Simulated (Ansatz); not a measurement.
# GeH₄OZn: a ladder of functionals and wavefunction methods

An exercise on one series of results from a longer session: the logs are not shown, and one member is left open.

The runs use Ansatz 0.2.0, Gaussian basis; functionals in def2-TZVPP, the program's frozen cores in correlated methods.

Plan: LDA (SPW92), PBE-D4, revPBE-D4, BLYP-D4, r2SCAN-D4, B97M-V, PBE0-D4, B3LYP-D4, r2SCANh-D4, r2SCAN0-D4, HSE06-D4, BHLYP-D4, CAM-B3LYP-D4, LC-ωPBE, ωB97X-V, ωB97M-V, B2PLYP, PBE-QIDH; CCSD(T)/def2-SVP; CCSD(T)/def2-TZVPP; MP2/def2-QZVPP; extrapolation to the limit; RPA on PBE.

**The relaxed structure**

An earlier PBE0-D4 in a triple-zeta def2 set relaxation fixed the geometry.

SMILES `[ZnH][O][GeH3]`, 7 atoms, charge 0, spin multiplicity 1.

Atoms are counted from 1 here; the program's logs count them from 0.

Bond lengths: Zn1–O2 1.764 Å, Zn1–H4 1.512 Å, O2–Ge3 1.758 Å, Ge3–H5 1.546 Å, Ge3–H6 1.542 Å, Ge3–H7 1.540 Å. Angles: O2–Zn1–H4 177.2°, Zn1–O2–Ge3 139.3°, O2–Ge3–H5 110.5°, O2–Ge3–H6 108.8°, O2–Ge3–H7 108.0°, H5–Ge3–H6 109.5°, H5–Ge3–H7 109.8°, H6–Ge3–H7 110.2°.

Geometry (Å):

```csv
atom,x (Å),y (Å),z (Å)
Zn1,-1.7785,-1.0055,-0.5715
O2,-0.3787,-0.5838,0.4154
Ge3,0.9912,0.5171,0.3830
H4,-2.9963,-1.4190,-1.3663
H5,1.1654,1.1235,-1.0285
H6,0.7453,1.6482,1.4013
H7,2.2516,-0.2805,0.7666
```

The first run:

in.yaml reads:

```yaml
crystal:
  periodic: [false, false, false]
  atoms:
    - {symbol: Zn, position_ang: [-1.778536, -1.005509, -0.571539]}
    - {symbol: O, position_ang: [-0.378659, -0.583774, 0.415442]}
    - {symbol: Ge, position_ang: [0.991196, 0.517101, 0.382981]}
    - {symbol: H, position_ang: [-2.996315, -1.419032, -1.366285]}
    - {symbol: H, position_ang: [1.165401, 1.123481, -1.028496]}
    - {symbol: H, position_ang: [0.745309, 1.648226, 1.401335]}
    - {symbol: H, position_ang: [2.251604, -0.280492, 0.766572]}
basis:
  gaussian: {orbitals: def2-TZVPP}
hamiltonian: {xc: lda}
output: {orbitals: {seedname: orbitals}}
```

Command:

```bash
ansatz run in.yaml --threads 2 --pin off --events-out ev --progress --plain --max-ram 4352MiB
```

Among the steps run: LDA; PBE-D4 (GGA); revPBE-D4 (GGA); BLYP-D4 (GGA); r2SCAN-D4 (meta-GGA); B97M-V (meta-GGA); B3LYP-D4 (hybrid); r2SCANh-D4 (hybrid); r2SCAN0-D4 (hybrid); HSE06-D4 (hybrid); BHLYP-D4 (hybrid); CAM-B3LYP-D4 (range-separated); LC-ωPBE (range-separated); ωB97X-V (range-separated); ωB97M-V (range-separated); B2PLYP (double hybrid); PBE-QIDH (double hybrid).

One table of the session follows, with a row left open; its other results are not shown here.

It belongs to the step «Orbital energies across the functionals». 

| functional | HOMO (eV) | gap (eV) |
| --- | --- | --- |
| LDA (SPW92) | -6.68 | 5.13 |
| PBE-D4 | -6.53 | 5.20 |
| revPBE-D4 | ? | ? |
| BLYP-D4 | -6.44 | 5.14 |
| r2SCAN-D4 | -6.84 | 5.85 |
| B97M-V | -6.96 | 5.65 |
| PBE0-D4 | -7.96 | 7.48 |
| B3LYP-D4 | -7.74 | 6.97 |
| r2SCANh-D4 | -7.38 | 6.69 |
| r2SCAN0-D4 | -8.19 | 7.92 |
| HSE06-D4 | -7.56 | 6.71 |
| BHLYP-D4 | -9.33 | 9.54 |
| CAM-B3LYP-D4 | -9.39 | 9.74 |
| LC-ωPBE | -10.73 | 12.21 |
| ωB97X-V | -10.40 | 11.73 |
| ωB97M-V | -10.30 | 11.28 |

Estimate the missing values for revPBE-D4.

The run gave: HOMO (eV): -6.47; gap (eV): 5.24. In the column «HOMO (eV)» it lies between PBE-D4 (-6.53) and BLYP-D4 (-6.44).
